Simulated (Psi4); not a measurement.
# SnNH3S (SMILES [NH2][Sn][SH]), step by step

Aim: a geometry optimisation (CAM-B3LYP/3-21G), then the harmonic vibrations, then the vertical excitations (TD-CAM-B3LYP/3-21G) of SnNH3S. 

The calculation is run with Psi4 1.11.

## 1. The molecule

The species is SnNH3S (6 atoms), meant as a singlet with charge 0. As SMILES, `[NH2][Sn][SH]`. All atoms were displaced at random from a relaxed shape. The run starts from this shape.

Bond lengths: N1–Sn2 1.943 Å, Sn2–S3 2.415 Å, N1–H4 1.036 Å, N1–H5 1.069 Å, S3–H6 1.369 Å. Angles: N1–Sn2–S3 91.9°, Sn2–N1–H4 125.1°, Sn2–N1–H5 126.9°, Sn2–S3–H6 92.2°, H4–N1–H5 107.4°.

## 2. A geometry optimisation at CAM-B3LYP/3-21G (run 1)

Contents of h3nssn.py:

```python
import psi4

psi4.set_memory(1600000000)
psi4.set_num_threads(1)
psi4.set_output_file('psi4.out', False)

geom = psi4.geometry("""
0 1
N     -1.69483300     0.29369557    -1.70780030
Sn     0.54780515    -2.25524073    -0.31092798
S      2.12100215     0.64430212     2.84197424
H     -1.74534538     2.17213247    -1.15924304
H     -2.88816859     0.10455666    -3.32614664
H      3.68917247    -1.14881931     3.85114657
units au
""")

psi4.set_options({
    'geom_maxiter': 60,
    'scf_type': 'pk',
})

E = psi4.optimize('cam-b3lyp/3-21G', molecule=geom)
print('E =', round(E, 9))
geom.save_xyz_file('final.xyz', False)
```

On the command line:

```bash
$ python h3nssn.py
```

psi4.out:

```text
[...]
  Running in c1 symmetry.
[...]
  Nuclear repulsion =  337.899140862526451
[...]
  Multiplicity = 1
[...]
  Nalpha       = 38
  Nbeta        = 38
[...]
    Number of basis functions: 61
[...]
   @RKS iter   1: -6451.69016889823888   -4.72895e+00   1.21490e-02 ADIIS/DIIS
[...]
   @RKS iter   8: -6451.95683787078178    1.18234e-11   3.64491e-09 DIIS
[...]
  @RKS Final Energy: -6451.95683787078178
   => Energetics <=
    Nuclear Repulsion Energy =            326.5561487693835829
    One-Electron Energy =               -9550.6941496299004939
    Two-Electron Energy =                2924.5690573335941735
    DFT Exchange-Correlation Energy =    -152.3878943438586475
    Empirical Dispersion Energy =           0.0000000000000000
    VV10 Nonlocal Energy =                  0.0000000000000000
    Total Energy =                      -6451.9568378707817828
[...]
  -Total Gradient:
     Atom            X                  Y                   Z
    ------   -----------------  -----------------  -----------------
       1       -0.000052660457     0.000200240822    -0.000000623466
       2        0.000076139203     0.000072485953     0.000019095044
       3       -0.000016254155    -0.000025085331    -0.000120082043
       4        0.000010773927    -0.000001703775    -0.000022728705
       5       -0.000004808633    -0.000074579209     0.000083181233
       6       -0.000019118690    -0.000017661905     0.000095151980
[...]
```

Standard output:

```text
Optimizer: Optimization complete!
E = -6451.956837871
```

Wall time 47 s (1 thread of AMD EPYC 7R43 (Zen 3), shared host); peak memory 0.42 GiB.

Steps, from the record of the run:

| step | energy from the first frame kept (eV) | largest force (eV/Å) |
| --- | --- | --- |
| 0 | 0.0000 | 3.2820 |
| 1 | -0.1973 | 0.5859 |
| 2 | -0.2144 | 0.1910 |
| 3 | -0.2163 | 0.0555 |
| 4 | -0.2165 | 0.0355 |
| 5 | -0.2166 | 0.0107 |

After the run. Bond lengths: N1–Sn2 1.990 Å, Sn2–S3 2.532 Å, N1–H4 1.020 Å, N1–H5 1.018 Å, S3–H6 1.366 Å. Angles: N1–Sn2–S3 89.7°, Sn2–N1–H4 124.4°, Sn2–N1–H5 123.7°, Sn2–S3–H6 100.4°, H4–N1–H5 111.9°.

## 3. The harmonic vibrations at CAM-B3LYP/3-21G (run 2)

Contents of calc.in:

```
memory 1.6 GB

molecule geom {
  0 1
  N     -0.874966     0.252489    -0.894041
  Sn     0.268318    -1.214265    -0.184701
  S      1.189565     0.367888     1.563734
  H     -0.897742     1.199600    -0.517242
  H     -1.511657     0.142277    -1.680733
  H      2.040115    -0.468636     2.228897
  units angstrom
}

set basis 3-21G
set reference rks
set t 600.0
set scf_type pk
set rotational_symmetry_number 1

E, wfn = freq("cam-b3lyp", return_wfn=True)
```

On the command line:

```bash
$ psi4 -i calc.in -o calc.out -n 1
```

calc.out:

```text
[...]
  Running in c1 symmetry.
[...]
  Nuclear repulsion =  326.556170761758608
[...]
  Multiplicity = 1
[...]
  Nalpha       = 38
  Nbeta        = 38
[...]
    Number of basis functions: 61
[...]
   @RKS iter   1: -6451.70908765805780   -4.88230e+00   1.20841e-02 ADIIS/DIIS
[...]
   @RKS iter  11: -6451.95683580672085    0.00000e+00   4.36085e-09 DIIS
[...]
  @RKS Final Energy: -6451.95683580672085
   => Energetics <=
    Nuclear Repulsion Energy =            326.5745395756009657
    One-Electron Energy =               -9550.7294135599677247
    Two-Electron Energy =                2924.5866058431738566
    DFT Exchange-Correlation Energy =    -152.3885676655275176
    Empirical Dispersion Energy =           0.0000000000000000
    VV10 Nonlocal Energy =                  0.0000000000000000
    Total Energy =                      -6451.9568358067208464
[...]
  -Total Gradient:
     Atom            X                  Y                   Z
    ------   -----------------  -----------------  -----------------
       1       -0.000740625587     0.000041409906    -0.000925912431
       2        0.000083642331     0.000031795364     0.000020784421
       3        0.000230746435    -0.000232469460     0.000096765371
       4       -0.000034732920     0.000015254986    -0.000053589582
       5        0.000744238997     0.000087251439     0.001050522464
       6       -0.000289120092     0.000210202353    -0.000134348696
[...]
  ==> Harmonic Vibrational Analysis <==
[...]
  Freq [cm^-1]                 155.6917            221.0185            313.7547
[...]
  Freq [cm^-1]                 449.2921            634.4009            668.5606
[...]
  Freq [cm^-1]                 692.4305            745.0945           1638.1400
[...]
  Freq [cm^-1]                2545.2899           3489.7404           3598.4876
[...]
```

The script printed:

```text
Warning: used thermodynamics relations inappropriate for low-frequency modes: ['155.6917' '221.0185' '313.7547' '449.2921']
```

It took 4.1 min on 1 thread of AMD EPYC 7R43 (Zen 3), shared host; peak memory 0.41 GiB.

## 4. The vertical excitations at TD-CAM-B3LYP/3-21G (save jk yes) (run 3)

Contents of job.dat:

```
memory 1600 MB

molecule mol {
  0 1
  N
  Sn 1 R2
  S 2 R3 1 A3
  H 1 R4 2 A4 3 D4
  H 1 R5 4 A5 2 D5
  H 3 R6 2 A6 1 D6

  R2 = 1.990384
  R3 = 2.531586
  A3 = 89.69131
  R4 = 1.019566
  A4 = 124.44915
  D4 = -0.00502
  R5 = 1.01804
  A5 = 111.85004
  D5 = 179.87966
  R6 = 1.365888
  A6 = 100.38048
  D6 = 179.22397
  symmetry c1
}

set basis 3-21G
set reference rks
set save_jk true
set scf_type pk

from psi4.driver.procrouting.response.scf_response import tdscf_excitations
E, wfn = energy("cam-b3lyp", return_wfn=True)
states = tdscf_excitations(wfn, states=6, tda=False)
print_variables()
```

On the command line:

```bash
$ psi4 job.dat job.out -n 1
```

job.out:

```text
[...]
  Running in c1 symmetry.
[...]
  Nuclear repulsion =  326.556201324117637
[...]
  Multiplicity = 1
[...]
  Nalpha       = 38
  Nbeta        = 38
[...]
    Number of basis functions: 61
[...]
   @RKS iter   1: -6451.70908761188821   -4.88230e+00   1.20841e-02 ADIIS/DIIS
[...]
   @RKS iter   8: -6451.95683786671634   -5.77011e-08   6.36229e-07 DIIS
[...]
  @RKS Final Energy: -6451.95683786671634
   => Energetics <=
    Nuclear Repulsion Energy =            326.5562013241176373
    One-Electron Energy =               -9550.6942318542951398
    Two-Electron Energy =                2924.5690845365338646
    DFT Exchange-Correlation Energy =    -152.3878918730729026
    Empirical Dispersion Energy =           0.0000000000000000
    VV10 Nonlocal Energy =                  0.0000000000000000
    Total Energy =                      -6451.9568378667163415
[...]
 Multipole Moments:
 ------------------------------------------------------------------------------------
     Multipole            Electronic (a.u.)      Nuclear  (a.u.)        Total (a.u.)
 ------------------------------------------------------------------------------------
 L = 1.  Multiply by 2.5417464519 to convert [e a0] to [Debye]
 Dipole X            :         -0.0138293            0.0208417            0.0070125
 Dipole Y            :         11.7846203          -10.5890055            1.1956148
 Dipole Z            :          6.3458488           -6.5891809           -0.2433321
 Magnitude           :                                                    1.2201452
[...]
                                    Excitation Energy         Total Energy        Oscillator Strength             Rotatory Strength
[...]
Excited State    1 (1 A):   0.14547 au   313.22 nm f = 0.0541
[...]
Excited State    3 (1 A):   0.19080 au   238.81 nm f = 0.0055
[...]
```

Run time: 22 s. Hardware: 1 thread of AMD EPYC 7R43 (Zen 3), shared host; peak memory 0.39 GiB.

The roots found:

| excited state | energy (eV) | strength | label |
| --- | --- | --- | --- |
| 1 | 3.958 | 0.0541 | A 1 |
| 2 | 4.410 | 0.0139 | A 1 |
| 3 | 5.192 | 0.0055 | A 1 |
| 4 | 5.564 | 0.0501 | A 1 |
| 5 | 6.044 | 0.0399 | A 1 |
| 6 | 6.208 | 0.7317 | A 1 |

## 5. Outcome

```
                                                                      quantity             value
                               run 1, CAM-B3LYP/3-21G: total energy at the end    -6451.95684 Eh
                                         run 1, CAM-B3LYP/3-21G: dipole moment            3.10 D
                                           run 1, CAM-B3LYP/3-21G: HOMO energy          -7.78 eV
                                           run 1, CAM-B3LYP/3-21G: LUMO energy          -0.76 eV
                                         run 1, CAM-B3LYP/3-21G: HOMO–LUMO gap           7.01 eV
                            run 2, CAM-B3LYP/3-21G: lowest harmonic wavenumber          156 cm⁻¹
                           run 2, CAM-B3LYP/3-21G: highest harmonic wavenumber         3598 cm⁻¹
                                     run 2, CAM-B3LYP/3-21G: zero-point energy       90.6 kJ/mol
run 2, CAM-B3LYP/3-21G: ideal-gas entropy at 600 K (symmetry number 1 as used)  89.9 cal/(mol K)
                  run 3, TD-CAM-B3LYP/3-21G: ground-state or mean-field energy    -6451.95684 Eh
        run 3, TD-CAM-B3LYP/3-21G: dipole moment (CAM-B3LYP Kohn–Sham density)            3.10 D
         run 3, TD-CAM-B3LYP/3-21G: HOMO energy (CAM-B3LYP Kohn–Sham orbitals)          -7.78 eV
         run 3, TD-CAM-B3LYP/3-21G: LUMO energy (CAM-B3LYP Kohn–Sham orbitals)          -0.76 eV
       run 3, TD-CAM-B3LYP/3-21G: HOMO–LUMO gap (CAM-B3LYP Kohn–Sham orbitals)           7.01 eV
                           run 3, TD-CAM-B3LYP/3-21G: lowest excitation energy           3.96 eV
```

**Reading.** The optimisation (run 1, CAM-B3LYP/3-21G) took 6 steps and changed the energy by -0.217 eV. Relativity is left out (run 1, CAM-B3LYP/3-21G) although the molecule holds a heavy atom. All 12 modes (run 2, CAM-B3LYP/3-21G) are real, so the shape is a minimum at this level. Relativity is left out (run 2, CAM-B3LYP/3-21G) although the molecule holds a heavy atom. The brightest of the 6 transitions from the ground state lies at 6.21 eV (200 nm, f = 0.732); the lowest, at 3.96 eV, has f = 0.054. Relativity is left out (run 3, TD-CAM-B3LYP/3-21G) although the molecule holds a heavy atom.
